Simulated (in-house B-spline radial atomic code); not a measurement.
**Ta³⁹⁺: binding energies from hole states**

Aim: the cost of two holes at once in Ta³⁹⁺, against the sum of the two single holes.

The numbers are computed with in-house B-spline radial atomic code version 1 (Dirac-Hartree-Fock, average of configuration, Fermi nucleus, basis-set limit), except any that are marked as measured or tabulated.

## 1. Starting point

```
element       : tantalum (Z = 73)
charge        : +39
electrons     : 34
configuration : [Ar] 3d10 4s2 4p4
Hamiltonian   : Dirac-Coulomb
nucleus       : Fermi, rms radius 5.351 fm
```

Outer shells as boxes (Hund's rule):

[Ar] 3d10 4s2 4p4
```
[Ar] core
3d [↑↓][↑↓][↑↓][↑↓][↑↓]
4s [↑↓]
4p [↑↓][↑ ][↑ ]
```

The boxes draw the filling by Hund's rule, which heavy ions in jj coupling don't follow; these runs average over all states of the configuration.

Settings of the run:

```ini
Z = 73
electrons = 34.0
configuration = [Ar] 3d10 4s2 4p4
hamiltonian = dirac
method = hf
spin_polarised = False
nucleus = fermi
rms_radius = 5.3507
mass_number = 181
atomic_mass = 180.947998528
speed_of_light = 137.035999084
```

The reference is known from an earlier run: -14678.215301 hartree in all. Up to eight levels, counted from the top:

| orbital | occupation | energy (eV) | <r> (bohr) |
| --- | --- | --- | --- |
| 3s1/2 | 2 | -4450.05 | 0.2009 |
| 3p1/2 | 2 | -4211.66 | 0.1912 |
| 3p3/2 | 4 | -3923.73 | 0.2046 |
| 3d3/2 | 4 | -3533.87 | 0.1791 |
| 3d5/2 | 6 | -3471.46 | 0.1832 |
| 4s1/2 | 2 | -2050.00 | 0.4091 |
| 4p1/2 | 1.33333 | -1947.42 | 0.4063 |
| 4p3/2 | 2.66667 | -1857.89 | 0.4259 |

Single holes known from earlier runs (ΔSCF): 1s 69554.4 eV, 2s 13526.1 eV, 2p3/2 11704.7 eV, 3s 4445.37 eV, 3p3/2 3918.97 eV, 3d3/2 3527.61 eV, 3d5/2 3465.54 eV, 4s 2049.47 eV.

## 2. The 2s and 3s holes

The settings differ from step 1 so:

```diff
@@ -1,4 +1,4 @@
 Z = 73
-electrons = 34.0
-configuration = [Ar] 3d10 4s2 4p4
+electrons = 32.0
+configuration = 1s2 2s1 2p6 3s1 3p6 3d10 4s2 4p4
 hamiltonian = dirac
```

Results of the run (chosen fields of its result record, rounded):

```text
{
  "status": "converged",
  "iterations": 13,
  "energy [hartree]": {"total": -14013.1284221, "kinetic": 15754.2961609, "nuclear": -32393.117372, "coulomb": 2837.50957164, "exact_exchange": -211.816782688},
  "breit [hartree]": {"gaunt": 16.6561, "retardation": -1.75645, "frequency_dependence": -0.3255995},
  "qed [hartree]": {"self_energy": 12.39093, "uehling": -2.295726, "wichmann_kroll": 0.08946653},
  "recoil [hartree]": 0.0270821,
  "total_with_corrections [hartree]": -13988.3426207,
  "orbitals [hartree, bohr; first row names the columns]": [
    ["name", "occ", "eps", "<r>"],
    ["1s1/2", 2.0, -2577.285, 0.018662],
    ["2s1/2", 1.0, -485.36568, 0.074488],
    ["2p1/2", 2.0, -492.75082, 0.064506],
    ["2p3/2", 4.0, -445.27745, 0.072217],
    ["3s1/2", 1.0, -200.42496, 0.20265],
    ["3p1/2", 2.0, -163.86459, 0.18819],
    ["3p3/2", 4.0, -152.87703, 0.20132],
    ["3d3/2", 4.0, -139.54454, 0.17513],
    ["3d5/2", 6.0, -137.09711, 0.17922],
    ["4s1/2", 2.0, -80.686914, 0.39939],
    ["4p1/2", 1.3333, -77.111466, 0.39564],
    ["4p3/2", 2.6667, -73.603636, 0.41457]
  ],
  "sum_r [bohr^k]": {"-1": 443.7666, "1": 6.12166, "2": 1.839949},
  "energy_minus_base [hartree]": 665.086879,
  "energy_minus_base_with_corrections [hartree]": 663.205907
}
```

It took 1.1 s on 1 thread, shared host.

energy_minus_base is the energy less that of the reference run.

## 3. The 3d5/2 and 3d3/2 holes

In configurations, a minus sign after the shell means j = l − 1/2 and a plus sign j = l + 1/2; the count of electrons follows.

The settings differ from step 2 so:

```diff
@@ -2,3 +2,3 @@
 electrons = 32.0
-configuration = 1s2 2s1 2p6 3s1 3p6 3d10 4s2 4p4
+configuration = 1s2 2s2 2p6 3s2 3p6 3d-3 3d+5 4s2 4p4
 hamiltonian = dirac
```

Result record:

```text
{
  "status": "converged",
  "iterations": 8,
  "energy [hartree]": {"total": -14416.7457165, "kinetic": 16316.2473171, "nuclear": -33410.7199583, "coulomb": 2904.04894828, "exact_exchange": -226.322023684},
  "breit [hartree]": {"gaunt": 17.58611, "retardation": -1.823411, "frequency_dependence": -0.312039},
  "qed [hartree]": {"self_energy": 13.3384, "uehling": -2.465452, "wichmann_kroll": 0.0959034},
  "recoil [hartree]": 0.02869997,
  "total_with_corrections [hartree]": -14390.2975082,
  "orbitals [hartree, bohr; first row names the columns]": [
    ["name", "occ", "eps", "<r>"],
    ["1s1/2", 2.0, -2569.3236, 0.018663],
    ["2s1/2", 2.0, -508.77747, 0.078096],
    ["2p1/2", 2.0, -488.82211, 0.064776],
    ["2p3/2", 4.0, -441.93995, 0.072518],
    ["3s1/2", 2.0, -171.78066, 0.19904],
    ["3p1/2", 2.0, -163.07121, 0.18915],
    ["3p3/2", 4.0, -152.32169, 0.2022],
    ["3d3/2", 3.0, -138.84543, 0.17622],
    ["3d5/2", 5.0, -136.48599, 0.18025],
    ["4s1/2", 2.0, -80.605822, 0.40062],
    ["4p1/2", 1.3333, -76.877383, 0.39679],
    ["4p3/2", 2.6667, -73.402896, 0.41571]
  ],
  "sum_r [bohr^k]": {"-1": 457.7083, "1": 6.067079, "2": 1.831225},
  "energy_minus_base [hartree]": 261.469585,
  "energy_minus_base_with_corrections [hartree]": 261.251019
}
```

Run time: 0.76 s. Hardware: 1 thread, shared host.

## 4. The 2p3/2 and 3p3/2 holes

The settings differ from step 3 so:

```diff
@@ -2,3 +2,3 @@
 electrons = 32.0
-configuration = 1s2 2s2 2p6 3s2 3p6 3d-3 3d+5 4s2 4p4
+configuration = 1s2 2s2 2p-2 2p+3 3s2 3p-2 3p+3 3d10 4s2 4p4
 hamiltonian = dirac
```

Result record:

```text
{
  "status": "converged",
  "iterations": 13,
  "energy [hartree]": {"total": -14099.4319021, "kinetic": 15991.7819583, "nuclear": -32708.8272823, "coulomb": 2832.51499395, "exact_exchange": -214.901572027},
  "breit [hartree]": {"gaunt": 16.45316, "retardation": -1.638469, "frequency_dependence": -0.229075},
  "qed [hartree]": {"self_energy": 13.23463, "uehling": -2.468865, "wichmann_kroll": 0.09600228},
  "recoil [hartree]": 0.02898469,
  "total_with_corrections [hartree]": -14073.9555381,
  "orbitals [hartree, bohr; first row names the columns]": [
    ["name", "occ", "eps", "<r>"],
    ["1s1/2", 2.0, -2578.0726, 0.018652],
    ["2s1/2", 2.0, -512.10483, 0.077834],
    ["2p1/2", 2.0, -493.97492, 0.06446],
    ["2p3/2", 3.0, -422.29438, 0.068435],
    ["3s1/2", 2.0, -172.27209, 0.19832],
    ["3p1/2", 2.0, -164.20787, 0.18806],
    ["3p3/2", 3.0, -177.59457, 0.20275],
    ["3d3/2", 4.0, -139.64401, 0.175],
    ["3d5/2", 6.0, -136.92979, 0.17924],
    ["4s1/2", 2.0, -80.796087, 0.3997],
    ["4p1/2", 1.3333, -77.147401, 0.39548],
    ["4p3/2", 2.6667, -73.603825, 0.41701]
  ],
  "sum_r [bohr^k]": {"-1": 448.0934, "1": 6.122391, "2": 1.837838},
  "energy_minus_base [hartree]": 578.783399,
  "energy_minus_base_with_corrections [hartree]": 577.59299
}
```

Wall time 1.2 s (1 thread, shared host).

Radial density 4πr²n(r) and radial functions P(r) = rR(r):

| r (bohr) | 4πr²n | 2p3/2 | 3p3/2 | 4p3/2 |
| --- | --- | --- | --- | --- |
| 0.00142 | 12.63 | 0.0228 | 0.0046 | 0.0060 |
| 0.00204 | 21.32 | 0.0448 | 0.0090 | 0.0117 |
| 0.00294 | 34.70 | 0.0877 | 0.0176 | 0.0230 |
| 0.00424 | 53.34 | 0.1694 | 0.0338 | 0.0443 |
| 0.00610 | 75.29 | 0.3194 | 0.0635 | 0.0833 |
| 0.00879 | 94.85 | 0.5863 | 0.1155 | 0.1522 |
| 0.0127 | 102.6 | 1.0356 | 0.2005 | 0.2664 |
| 0.0183 | 94.44 | 1.7137 | 0.3202 | 0.4327 |
| 0.0263 | 85.45 | 2.5913 | 0.4473 | 0.6287 |
| 0.0379 | 98.56 | 3.4639 | 0.4866 | 0.7636 |
| 0.0546 | 118.3 | 3.8432 | 0.2364 | 0.6423 |
| 0.0786 | 103.8 | 3.2085 | -0.5210 | 0.0735 |
| 0.113 | 95.27 | 1.6331 | -1.6839 | -0.7782 |
| 0.163 | 111.5 | 0.0849 | -2.5063 | -1.0801 |
| 0.235 | 63.42 | -0.4622 | -2.1103 | 0.0116 |
| 0.339 | 28.24 | -0.2512 | -0.9113 | 1.5966 |
| 0.488 | 15.85 | -0.0377 | -0.1559 | 1.6461 |
| 0.703 | 1.601 | 0.0021 | -0.0031 | 0.5685 |
| 1.01 | 0.01365 | 0.0005 | 0.0006 | 0.0566 |
| 1.46 | 3.299e-06 | 0.0000 | 0.0000 | 0.0010 |

Clear maxima of the radial density (full grid of the record): 0.013, 0.055, 0.16 bohr.

X-ray form factor of the spherical density:

| sinθ/λ (1/Å) | f (electrons) |
| --- | --- |
| 0 | 32.000 |
| 0.1 | 31.865 |
| 0.2 | 31.467 |
| 0.3 | 30.824 |
| 0.4 | 29.965 |
| 0.6 | 27.756 |
| 0.8 | 25.174 |
| 1 | 22.536 |
| 1.4 | 17.879 |
| 1.8 | 14.358 |
| 2.5 | 9.981 |
| 4 | 5.218 |
| 6 | 3.597 |

## 5. The 3d3/2 and 4s holes

The settings differ from step 4 so:

```diff
@@ -2,3 +2,3 @@
 electrons = 32.0
-configuration = 1s2 2s2 2p-2 2p+3 3s2 3p-2 3p+3 3d10 4s2 4p4
+configuration = 1s2 2s2 2p6 3s2 3p6 3d-3 3d+6 4s1 4p4
 hamiltonian = dirac
```

Result record:

```text
{
  "status": "converged",
  "iterations": 8,
  "energy [hartree]": {"total": -14470.6380793, "kinetic": 16356.5982946, "nuclear": -33560.4457436, "coulomb": 2963.80686255, "exact_exchange": -230.597492823},
  "breit [hartree]": {"gaunt": 17.63312, "retardation": -1.832548, "frequency_dependence": -0.3130988},
  "qed [hartree]": {"self_energy": 13.27533, "uehling": -2.453938, "wichmann_kroll": 0.09546711},
  "recoil [hartree]": 0.02856929,
  "total_with_corrections [hartree]": -14444.20518,
  "orbitals [hartree, bohr; first row names the columns]": [
    ["name", "occ", "eps", "<r>"],
    ["1s1/2", 2.0, -2566.8595, 0.018662],
    ["2s1/2", 2.0, -506.18646, 0.078141],
    ["2p1/2", 2.0, -486.18424, 0.064793],
    ["2p3/2", 4.0, -439.44204, 0.072571],
    ["3s1/2", 2.0, -170.17148, 0.20001],
    ["3p1/2", 2.0, -161.36238, 0.18999],
    ["3p3/2", 4.0, -150.89733, 0.20307],
    ["3d3/2", 3.0, -136.96431, 0.17732],
    ["3d5/2", 6.0, -134.67542, 0.18138],
    ["4s1/2", 1.0, -80.142052, 0.40254],
    ["4p1/2", 1.3333, -76.136645, 0.39938],
    ["4p3/2", 2.6667, -72.727568, 0.4185]
  ],
  "sum_r [bohr^k]": {"-1": 459.7592, "1": 5.877027, "2": 1.708182},
  "energy_minus_base [hartree]": 207.577222,
  "energy_minus_base_with_corrections [hartree]": 207.343348
}
```

Run time: 0.8 s. Hardware: 1 thread, shared host.

## 6. The 1s and 1s holes

The settings differ from step 5 so:

```diff
@@ -2,3 +2,3 @@
 electrons = 32.0
-configuration = 1s2 2s2 2p6 3s2 3p6 3d-3 3d+6 4s1 4p4
+configuration = 2s2 2p6 3s2 3p6 3d10 4s2 4p4
 hamiltonian = dirac
```

Result record:

```text
{
  "status": "converged",
  "iterations": 8,
  "energy [hartree]": {"total": -9519.04478683, "kinetic": 10483.7463688, "nuclear": -22438.5998844, "coulomb": 2620.91441116, "exact_exchange": -185.105682356},
  "breit [hartree]": {"gaunt": 5.34077, "retardation": -0.4614189, "frequency_dependence": -0.01630483},
  "qed [hartree]": {"self_energy": 2.850066, "uehling": -0.4264372, "wichmann_kroll": 0.01660026},
  "recoil [hartree]": 0.02225893,
  "total_with_corrections [hartree]": -9511.71925242,
  "orbitals [hartree, bohr; first row names the columns]": [
    ["name", "occ", "eps", "<r>"],
    ["2s1/2", 2.0, -524.95508, 0.076651],
    ["2p1/2", 2.0, -511.17722, 0.062918],
    ["2p3/2", 4.0, -459.71254, 0.070731],
    ["3s1/2", 2.0, -175.13577, 0.19577],
    ["3p1/2", 2.0, -167.54776, 0.18471],
    ["3p3/2", 4.0, -155.81581, 0.19811],
    ["3d3/2", 4.0, -141.36624, 0.17253],
    ["3d5/2", 6.0, -138.7442, 0.17677],
    ["4s1/2", 2.0, -81.549529, 0.39613],
    ["4p1/2", 1.3333, -78.07789, 0.39074],
    ["4p3/2", 2.6667, -74.38422, 0.41027]
  ],
  "sum_r [bohr^k]": {"-1": 307.3828, "1": 6.273529, "2": 1.844522},
  "energy_minus_base [hartree]": 5159.17051,
  "energy_minus_base_with_corrections [hartree]": 5139.82928
}
```

Wall time 0.68 s (1 thread, shared host).

## 7. What the holes cost

| two holes | ΔSCF (eV) | less the two single holes (eV) |
| --- | --- | --- |
| 2s and 3s | 18097.9 | 126.46 |
| 3d5/2 and 3d3/2 | 7114.95 | 121.81 |
| 2p3/2 and 3p3/2 | 15749.5 | 125.81 |
| 3d3/2 and 4s | 5648.46 | 71.39 |
| 1s and 1s | 140388.2 | 1279.44 |

Two holes cost more than the sum of each, because the second electron leaves a more charged ion. The excess runs from 71.4 eV (3d3/2 and 4s) to 1279.4 eV (1s and 1s); it tends to be largest where both holes are compact. Two partly filled shells share a symmetry and can mix in the average, which may lower the energy, in these hole states: 2s and 3s; 2p3/2 and 3p3/2; 2p3/2; 3p3/2. Values are for the free ion, measured from the vacuum level.
